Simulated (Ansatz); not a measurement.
# LuZn: the cost of one run

Method: DFT r²SCAN with spin–orbit coupling, plane waves, PAW, in Ansatz 0.2.0.

3 further runs of the same task are left out: 3 set aside as unsound or not needed.

## (1) The system as given

It takes space group Pm-3m (No. 221, cubic). The conventional cell has a = 3.491 Å, b = 3.491 Å, c = 3.491 Å, α = 90.00°, β = 90.00°, γ = 90.00°. Lu (site symmetry m-3m) has 8 Zn at 3.02 Å as nearest neighbours. Zn (site symmetry m-3m) has 8 Lu at 3.02 Å as nearest neighbours.

Coordinates:

```xyz
2
Lattice="3.4910 0.0000 0.0000 0.0000 3.4910 0.0000 0.0000 0.0000 3.4910" Properties=species:S:1:pos:R:3 pbc="T T T"
Lu    0.0000    0.0000    0.0000
Zn    1.7455    1.7455    1.7455
```

The cell is the measured one, not relaxed. An earlier run on this cell at r²SCAN, without spin–orbit coupling gave -1.75 GPa at 21.272 Å³/atom (10×10×10 mesh), metallic.

## (2) Spin-orbit coupling: bands, spin texture, Fermi surface

Input file input.yaml:

```yaml
crystal:
  lattice:
    - [3.4909972711, 0.0, 0.0]
    - [0.0, 3.4909972711, 0.0]
    - [0.0, 0.0, 3.4909972711]
  atoms:
    - { symbol: Lu, position: [0.0, 0.0, 0.0] }
    - { symbol: Zn, position: [0.5, 0.5, 0.5] }
basis:
  ecutwfc: 500
  ecutrho_ratio: 4
kpoints:
  mp_grid: { grid: [8, 8, 8] }
  band_path:
    path:
      - [[0.0, 0.0, 0.0], [0.0, 0.5, 0.0], [0.5, 0.5, 0.0], [0.0, 0.0, 0.0], [0.5, 0.5, 0.5], [0.0, 0.5, 0.0]]
      - [[0.5, 0.5, 0.5], [0.5, 0.5, 0.0]]
    npoints: 10
hamiltonian:
  xc: r2scan
scf:
  occupations: { method: gaussian, width: 0.05 }
output:
  forces: true
  stress: true
  eigenvalues: true
  populations: true
  hubbard: { sites: [{ species: Lu, l: f }] }
  eigenstates:
    nscf_kmesh: { grid: [14, 14, 14] }
    de_dk: true
    e_range: [-2.5, 2.5]
  write_density: true
  write_potential: true
  elf: true
  volumetric_format: npy
magnetization:
  noncollinear: true
  spin_orbit: true
```

Launch:

```bash
$ ansatz run input.yaml --threads 4 --pin off --max-ram 9216MiB --backend cpu --events-out ev --progress --plain --runs-dir out
```

Q: Estimate wall time and peak memory on 4 threads of Arm Neoverse V2, shared host.

About 41 s, with a peak of 0.83 GiB.
